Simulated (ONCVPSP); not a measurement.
# An ONCV potential for gallium, from input to tests

Aim: build the potential from the settings below, then test how well it stands in for the atom: other configurations, scattering, ghost states and the plane-wave cutoff that it needs.

The numbers are computed with ONCVPSP 4.0.1 (LDA (Perdew-Zunger), scalar-relativistic, spin-unpolarised reference atom).

### Step 1. The atom and the settings

Typed settings, in words:

| Item | Value |
| --- | --- |
| element | gallium (Ga, Z = 31) |
| type | optimised norm-conserving Vanderbilt (ONCV) |
| frozen core | [Ne] |
| valence charge | 21 |
| reference configuration | 3s2 3p6 3d10 4s2 4p1 |
| partial waves | 3s+4s: rc 1.15 bohr, ncon 4, nbas 7, qcut 12.6 1/bohr, 2 projectors; 3p+4p: rc 0.95 bohr, ncon 4, nbas 7, qcut 11.7 1/bohr, 2 projectors; 3d: rc 1.00 bohr, ncon 4, nbas 9, qcut 14.1 1/bohr, 2 projectors, debl 2.2 Ha |
| local potential | polynomial inside 0.80 bohr (lpopt 5, dvloc0 0 Ha) |
| core correction | not asked for |

### Step 2. Generation

Ga.dat reads:

```
# ATOM AND REFERENCE CONFIGURATION
# atsym  z   nc   nv     iexc    psfile
  Ga 31.00    3    5        3      upf
#
#   n    l    f
    1    0    2.00
    2    0    2.00
    2    1    6.00
    3    0    2.00
    3    1    6.00
    3    2   10.00
    4    0    2.00
    4    1    1.00
#
# PSEUDOPOTENTIAL AND OPTIMIZATION
# lmax
    2
#
#   l,   rc,      ep,       ncon, nbas, qcut
    0    1.15    0.00    4    7   12.60
    1    0.95    0.00    4    7   11.70
    2    1.00    0.00    4    9   14.10
#
# LOCAL POTENTIAL
# lloc, lpopt,  rc(5),   dvloc0
    4    5    0.80    0.00
#
# VANDERBILT-KLEINMAN-BYLANDER PROJECTORs
# l, nproj, debl
    0    2    2.50
    1    2    2.50
    2    2    2.20
#
# MODEL CORE CHARGE
# icmod, fcfact, rcfact
    0    0.00    0.00
#
# LOG DERIVATIVE ANALYSIS
# epsh1, epsh2, depsh
   -7.00    5.00    0.04
#
# OUTPUT GRID
# rlmax, drl
    6.00    0.01
#
# TEST CONFIGURATIONS
# ncnf
    4
# nvcnf
#   n    l    f
    5
    3    0    2.00
    3    1    6.00
    3    2   10.00
    4    0    2.00
    4    1    0.00
#
    5
    3    0    2.00
    3    1    6.00
    3    2   10.00
    4    0    1.00
    4    1    0.00
#
    5
    3    0    2.00
    3    1    6.00
    3    2   10.00
    4    0    0.00
    4    1    0.00
#
    5
    3    0    2.00
    3    1    6.00
    3    2   10.00
    4    0    1.00
    4    1    2.00
#
```

Launch:

```sh
$ oncvpsp.x < Ga.dat > Ga.out
```

What the program wrote to Ga.out (without the consistency checks and plot data):

```text
ONCVPSP  (Optimized Norm-Conservinng Vanderbilt PSeudopotential)
scalar-relativistic version 4.0.1

#   n    l    f        energy (Ha)
    1    0    2.00    -3.7523611E+02
    2    0    2.00    -4.6306528E+01
    2    1    6.00    -4.0358637E+01
    3    0    2.00    -5.4179266E+00
    3    1    6.00    -3.6254332E+00
    3    2   10.00    -7.1296863E-01
    4    0    2.00    -3.3715579E-01
    4    1    1.00    -1.0062281E-01

Reference configufation results
  iterations    30
  all-electron total energy (Ha)   -1.94111837D+03

Begin loop to  construct optimized pseudo wave functions
and semi-local pseudopoentials for all angular momenta

Calculating optimized projector #   1

 for l=   0

    Fraction of norm inside rc  0.962018
    Optimizing pswf for qcut=  12.60 a_B^-1,  ecut=  79.40 Ha
    Residual kinetic energy error=  1.45D-07 Ha

    Energy error per electron        Cutoff
         Ha          eV             Ha
         0.01000     0.27211       33.02
         0.00100     0.02721       46.76
         0.00010     0.00272       56.95
         0.00001     0.00027       65.05

Calculating optimized projector #   2

 for l=   0

    Fraction of norm inside rc  0.055461
    Optimizing pswf for qcut=  12.60 a_B^-1,  ecut=  79.40 Ha
    Residual kinetic energy error=  1.11D-07 Ha

    Energy error per electron        Cutoff
         Ha          eV             Ha
         0.01000     0.27211       13.61
         0.00100     0.02721       41.56
         0.00010     0.00272       54.99
         0.00001     0.00027       64.89

Calculating optimized projector #   1

 for l=   1

    Fraction of norm inside rc  0.848518
    Optimizing pswf for qcut=  11.71 a_B^-1,  ecut=  68.54 Ha
    Residual kinetic energy error=  2.13D-05 Ha

    Energy error per electron        Cutoff
         Ha          eV             Ha
         0.01000     0.27211       43.64
         0.00100     0.02721       54.27
         0.00010     0.00272       62.82
         0.00001     0.00027       82.94

Calculating optimized projector #   2

 for l=   1

    Fraction of norm inside rc  0.015920
    Optimizing pswf for qcut=  11.71 a_B^-1,  ecut=  68.54 Ha
    Residual kinetic energy error=  1.08D-06 Ha

    Energy error per electron        Cutoff
         Ha          eV             Ha
         0.01000     0.27211       27.01
         0.00100     0.02721       40.31
         0.00010     0.00272       51.39
         0.00001     0.00027       60.53

   Wellstate for l =  2  n =  4
     eigenvalue =   1.4870
     asymptotic potential =   1.9870
     half-point radius =  2.1799

Calculating optimized projector #   1

 for l=   2

    Fraction of norm inside rc  0.740392
    Optimizing pswf for qcut=  14.09 a_B^-1,  ecut=  99.23 Ha
    Residual kinetic energy error=  9.24D-05 Ha

    Energy error per electron        Cutoff
         Ha          eV             Ha
         0.01000     0.27211       76.08
         0.00100     0.02721       87.83
         0.00010     0.00272       99.40
         0.00001     0.00027      296.84

Calculating optimized projector #   2

 for l=   2

    Fraction of norm inside rc  0.102147
    Optimizing pswf for qcut=  14.09 a_B^-1,  ecut=  99.23 Ha
    Residual kinetic energy error=  7.77D-05 Ha

    Energy error per electron        Cutoff
         Ha          eV             Ha
         0.01000     0.27211       72.35
         0.00100     0.02721       86.57
         0.00010     0.00272       97.91
         0.00001     0.00027      175.19

Construct Vanderbilt / Kleinmman-Bylander projectors

B matrix Hermiticity error, ll=   0
   1   2    7.6413E-04

  Orthonormal projector coefficients  1.7853E+01  3.1406E+00

B matrix Hermiticity error, ll=   1
   1   2    3.3839E-04

  Orthonormal projector coefficients  5.7205E+00  5.8759E-01

B matrix Hermiticity error, ll=   2
   1   2    4.0298E-04

  Orthonormal projector coefficients -1.3850E+01 -4.3215E+00

Pseudoatom total energy -256.156527

Diagnostic tests using Vanderbilt-Kleinman-Bylander pseudopotentials
  1 or more projectors used as specified by nproj input data

   l    rcore       rmatch      e in        delta e   norm test  slope test

   0   1.1567361   1.1918571  -5.4179266   0.0000140   1.0002856   1.0002599
   0   1.1567361   1.1918571  -0.3371558   0.0000100   1.0000545   1.0000419

   1   0.9552101   0.9842123  -3.6254332   0.0001002   1.0001883   1.0002476
   1   0.9552101   0.9842123  -0.1006228   0.0000154   1.0003526   1.0001566

   2   1.0020346   1.0324586  -0.7129686  -0.0000155   1.0001874   1.0002053
   2   1.0020346   1.0324586   1.4870314  -0.0000006   1.0004171   1.0004171

 Testing for bound ghosts
   n   l    E NL Schr. Eq   E Basis Diag.   E Cutoff

   1   0       -5.417913       -5.417912    142.29
   2   0       -0.337146       -0.198221    142.29

   2   1       -3.625333       -3.625182    244.51
   3   1       -0.100607        0.503290    244.51

   3   2       -0.712984       -0.706674    441.46

 Testing for highly-localized positive-energy ghosts
       l    <radius>/rc     E Basis Diag.   E Cutoff

Test configuration 0

   n   l     f        eae           eps        diff
   1   0  2.0000 -375.23610779
   2   0  2.0000  -46.30652812
   2   1  6.0000  -40.35863702
   3   0  2.0000   -5.41792660   -5.41791256    1.40D-05
   3   1  6.0000   -3.62543321   -3.62533304    1.00D-04
   3   2 10.0000   -0.71296863   -0.71298408   -1.55D-05
   4   0  2.0000   -0.33715579   -0.33714579    1.00D-05
   4   1  1.0000   -0.10062281   -0.10060743    1.54D-05

    Total energies and differences
      AE_ref= -1.94111837D+03  AE_tst= -1.94111837D+03  dif=  0.00D+00
      PS_ref= -2.56156527D+02  PS_tst= -2.56156527D+02  dif=  2.84D-12
      PSP excitation error= -2.84D-12

Test configuration 1

   n   l     f        eae           eps        diff
   1   0  2.0000 -375.54603291
   2   0  2.0000  -46.61347225
   2   1  6.0000  -40.66598189
   3   0  2.0000   -5.72554829   -5.72541608    1.32D-04
   3   1  6.0000   -3.93315536   -3.93294980    2.06D-04
   3   2 10.0000   -1.01987552   -1.01994385   -6.83D-05
   4   0  2.0000   -0.61220096   -0.61216680    3.42D-05

    Total energies and differences
      AE_ref= -1.94111837D+03  AE_tst= -1.94090198D+03  dif=  2.16D-01
      PS_ref= -2.56156527D+02  PS_tst= -2.55940131D+02  dif=  2.16D-01
      PSP excitation error= -2.37D-06

Test configuration 2

   n   l     f        eae           eps        diff
   1   0  2.0000 -375.99705519
   2   0  2.0000  -47.05460604
   2   1  6.0000  -41.10797129
   3   0  2.0000   -6.17040259   -6.17034570    5.69D-05
   3   1  6.0000   -4.37790881   -4.37767106    2.38D-04
   3   2 10.0000   -1.46027975   -1.46069751   -4.18D-04
   4   0  1.0000   -0.97301767   -0.97292551    9.22D-05

    Total energies and differences
      AE_ref= -1.94111837D+03  AE_tst= -1.94011176D+03  dif=  1.01D+00
      PS_ref= -2.56156527D+02  PS_tst= -2.55149894D+02  dif=  1.01D+00
      PSP excitation error= -2.50D-05

Test configuration 3

psatom: WARNING lschvkbb convergence error n,l,iter=   3   1   4
ea(ii),et,emin,emax -1.090730E-01 -1.199803E-01 -1.199803E-01 -1.199803E-01
run_config: WARNING for fully non-local PS atom, stg. 1
 WARNING no output for configuration 4

Test configuration 4

   n   l     f        eae           eps        diff
   1   0  2.0000 -375.30701372
   2   0  2.0000  -46.37438575
   2   1  6.0000  -40.42656668
   3   0  2.0000   -5.48842597   -5.48854069   -1.15D-04
   3   1  6.0000   -3.69584067   -3.69581638    2.43D-05
   3   2 10.0000   -0.78150594   -0.78170489   -1.99D-04
   4   0  1.0000   -0.37779357   -0.37777658    1.70D-05
   4   1  2.0000   -0.12861191   -0.12859455    1.74D-05

    Total energies and differences
      AE_ref= -1.94111837D+03  AE_tst= -1.94087537D+03  dif=  2.43D-01
      PS_ref= -2.56156527D+02  PS_tst= -2.55913501D+02  dif=  2.43D-01
      PSP excitation error= -2.28D-05
```

It took 3.9 s on 1 thread, shared host.

All-electron and pseudo partial waves u(r) = r·R(r), from the program's wave files:

```tsv
r (bohr)	3s AE	3s PS
0.057	0.0905	0.1812
0.115	-0.6253	0.3639
0.172	-0.7008	0.5397
0.230	-0.3268	0.7110
0.288	0.1930	0.8693
0.345	0.6625	1.0062
0.402	1.0166	1.1183
0.460	1.2459	1.2015
0.518	1.3584	1.2496
0.575	1.3818	1.2617
0.632	1.3446	1.2407
0.690	1.2662	1.1895
0.747	1.1665	1.1161
0.805	1.0543	1.0252
0.862	0.9419	0.9270
0.920	0.8308	0.8244
0.977	0.7282	0.7259
1.035	0.6323	0.6317
1.092	0.5472	0.5470
1.150	0.4701	0.4700
1.208	0.4022	0.4021
1.265	0.3439	0.3438
1.322	0.2932	0.2931
1.380	0.2486	0.2485
1.438	0.2103	0.2103
1.495	0.1781	0.1780
```

### Step 3. The configuration tests of the same run

1 test gave no usable energy difference (3s2 3p6 3d10 4s0 4p0).

Energies count from the reference configuration 3s2 3p6 3d10 4s2 4p1; the error is all-electron less pseudo.

| valence configuration | charge | ΔE all-electron (eV) | error AE − PS (meV) |
| --- | --- | --- | --- |
| 3s2 3p6 3d10 4s2 4p0 | +1 | 5.888 | -0.1 |
| 3s2 3p6 3d10 4s1 4p0 | +2 | 27.391 | -0.7 |
| 3s2 3p6 3d10 4s1 4p2 | 0 | 6.612 | -0.6 |

### Step 4. Does it scatter like the atom?

Taken from the files of the generation run. The phase is arctan(r·R′/R) of the radial function R, unwrapped, with energies in Ha. A pole is an energy at which the radial function vanishes at the test radius. The pseudo phase is shifted by a multiple of π to meet the all-electron one at the reference energy. Levels narrower than the energy grid can be missing from the poles. The last column is the largest difference on the grid between −0.5 and +0.5 Ha.

| channel | radius (bohr) | reference (Ha) | poles AE | poles PS | window around the reference with phases within 0.05 rad (Ha) | largest difference near zero (rad) |
| --- | --- | --- | --- | --- | --- | --- |
| s | 1.17 | -0.34 | -4.81 | -4.81 | the whole range | 0.000 |
| p | 0.97 | -0.10 | -1.53 | -1.53 | the whole range | 0.000 |
| d | 1.01 | -0.71 | 0.97 | 0.97 | the whole range | 0.000 |

Phases (rad) along the scan:

```tsv
E (Ha)	p AE	p PS	d AE	d PS
-6.96	0.765	0.765	1.189	1.189
-6.32	0.516	0.516	1.157	1.157
-5.68	0.091	0.091	1.117	1.117
-5.04	-0.474	-0.474	1.063	1.063
-4.40	-0.925	-0.925	0.988	0.989
-3.76	-1.195	-1.195	0.876	0.876
-3.12	-1.357	-1.357	0.690	0.690
-2.48	-1.463	-1.463	0.351	0.351
-1.84	-1.540	-1.540	-0.228	-0.228
-1.20	-1.600	-1.600	-0.828	-0.828
-0.56	-1.651	-1.651	-1.193	-1.193
0.08	-1.697	-1.697	-1.399	-1.399
0.72	-1.741	-1.741	-1.530	-1.530
1.36	-1.786	-1.786	-1.627	-1.627
2.00	-1.834	-1.834	-1.708	-1.708
2.64	-1.887	-1.887	-1.785	-1.785
3.28	-1.951	-1.951	-1.868	-1.868
3.92	-2.030	-2.030	-1.965	-1.965
4.56	-2.132	-2.132	-2.092	-2.091
```

### Step 5. Convergence and ghost test

Read off the output, the cutoffs (Ha) at which the residual kinetic energy of the hardest occupied pseudo-wave falls to 1 and 0.1 mHa per electron: 88 Ha and 99 Ha.

The program's own ghost test: no bound ghost flagged; no localised positive-energy state flagged.

Cutoff (Ha) at which the first wave of each channel reaches a given error (Ha per electron):

```tsv
error	s	p	d
1.0e-02	33.0	43.6	76.1
3.2e-03	40.6	49.2	82.4
1.0e-03	46.8	54.3	87.8
3.2e-04	52.1	58.9	93.1
1.0e-04	56.9	62.8	99.4
3.2e-05	61.3	67.6	178.3
1.0e-05	65.0	82.9	296.8
```

### Step 6. Outcome

```
                                                quantity                                                 value
  cutoffs for 1 and 0.1 mHa per electron, occupied waves                                       88 Ha and 99 Ha
                                            bound ghosts                                            none found
                                          GHOST(+) flags                                    none at low energy
                            largest test error (AE − PS)  -0.7 meV, for 3s2 3p6 3d10 4s1 4p0 (1 test unsolved)
largest phase difference near zero energy, channels read                                             0.000 rad
```

In words: The worst unpolarised test, 3s2 3p6 3d10 4s1 4p0, is off by 0.7 meV on 27.4 eV; by total energies transferability rates as very good where solved. Of the tests 1 gave no usable energy difference, which is a warning in itself. The potential is very hard: the looser tolerance needs 88 Ha. At the looser tolerance the 3d wave is the slowest; 3p needs 54 Ha. It is free of bound ghosts as far as tested. Near zero energy the phases of the channels with partial waves agree within 0.001 rad. These are tests on the free atom; a crystal test is still owed.
